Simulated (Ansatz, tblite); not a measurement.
# The cluster Ge₃F₆: one state, many levels

The task here is to estimate one member of a computed series from the others.

The runs use Ansatz 0.2.0, Gaussian basis; as each input shows.

The runs, in order: GFN1-xTB, GFN2-xTB, PBE-D4/def2-TZVP, r2SCAN-D4/def2-TZVP, HF/def2-TZVP, PBE-D4/def2-SVP, PBE0-D4/def2-SVP, HF/STO-3G, MP2/def2-TZVP.

2 further runs of the same task are left out: 2 set aside as unsound or not needed.

**The geometry**

The singlet was relaxed beforehand with PBE-D4/def2-SVP. At that level it is the lowest of the isomers that a small search found.

9 atoms, charge 0, spin multiplicity 1.

Bond lengths: Ge1–F4 1.985 Å, Ge1–F6 2.006 Å, Ge1–F9 1.769 Å, Ge2–F6 1.986 Å, Ge2–F7 1.790 Å, Ge2–F8 1.963 Å, Ge3–F4 2.005 Å, Ge3–F5 1.768 Å, Ge3–F8 2.035 Å. Angles: F4–Ge1–F6 87.8°, F4–Ge1–F9 93.5°, F6–Ge1–F9 91.3°, F6–Ge2–F7 91.8°, F6–Ge2–F8 90.0°, F7–Ge2–F8 88.2°, F4–Ge3–F5 92.7°, F4–Ge3–F8 86.8°, F5–Ge3–F8 91.3°, Ge1–F4–Ge3 137.4°, Ge1–F6–Ge2 136.1°, Ge2–F8–Ge3 123.9°.

PBE0-D4/def2-TZVP was run before; its log isn't repeated, and its numbers join the tables.

The first run:

Tight binding, by tblite at 300 K electronic temperature and without a spin-polarisation term:

```python
tblite.interface.Calculator('GFN1-xTB', numbers, positions, charge=0, uhf=0).singlepoint()
```

Tight binding, by tblite at 300 K electronic temperature and without a spin-polarisation term:

```python
tblite.interface.Calculator('GFN2-xTB', numbers, positions, charge=0, uhf=0).singlepoint()
```

start.molden holds the orbitals of an earlier run on this state, given as this run's starting guess.

Input file in.yaml:

```yaml
crystal:
  periodic: [false, false, false]
  atoms:
    - {symbol: Ge, position_ang: [0.591405, -1.435351, -1.506675]}
    - {symbol: Ge, position_ang: [1.686289, 0.881615, 1.166596]}
    - {symbol: Ge, position_ang: [-1.767202, 0.248043, 0.822252]}
    - {symbol: F, position_ang: [-0.845229, -1.243896, -0.150294]}
    - {symbol: F, position_ang: [-2.517925, 0.858656, -0.656909]}
    - {symbol: F, position_ang: [1.833082, -0.547129, -0.204637]}
    - {symbol: F, position_ang: [0.888166, -0.229814, 2.321065]}
    - {symbol: F, position_ang: [-0.092575, 1.352840, 0.483494]}
    - {symbol: F, position_ang: [0.224000, 0.115045, -2.274892]}
basis:
  gaussian: {orbitals: def2-TZVP, initial_orbitals: start.molden}
hamiltonian: {xc: pbe, dispersion: d4}
scf: {omitted_lower_state_checks: [starts]}
output: {forces: true, orbitals: {seedname: orbitals}}
```

Launch:

```
$ ansatz run in.yaml --threads 4 --pin off --events-out ev --progress --plain --max-ram 6963MiB
```

Among the steps run: PBE-D4/def2-TZVP; r2SCAN-D4/def2-TZVP; HF/def2-TZVP; PBE-D4/def2-SVP; PBE0-D4/def2-SVP; HF/STO-3G; MP2/def2-TZVP.

One of the session's tables, all rows but one given; the rest of the session is left out.

It belongs to the step «Binding energy». 

| level | binding an atom (eV) |
| --- | --- |
| HF/STO-3G | 2.303 |
| HF/def2-TZVP | 2.586 |
| PBE-D4/def2-SVP | 4.155 |
| PBE-D4/def2-TZVP | 4.089 |
| r2SCAN-D4/def2-TZVP | ? |
| PBE0-D4/def2-SVP | 3.884 |
| PBE0-D4/def2-TZVP | 3.850 |
| MP2/def2-TZVP | 4.014 |

Q: Estimate the row for r2SCAN-D4/def2-TZVP from the others.

The run gave: binding an atom (eV): 3.951. In the column «binding an atom (eV)» it lies between PBE0-D4/def2-SVP (3.884) and MP2/def2-TZVP (4.014).

Caveats from the session: Free atoms were run apart at each level; binding is atoms less cluster, divided by the number of atoms, without zero-point or spin-orbit terms.
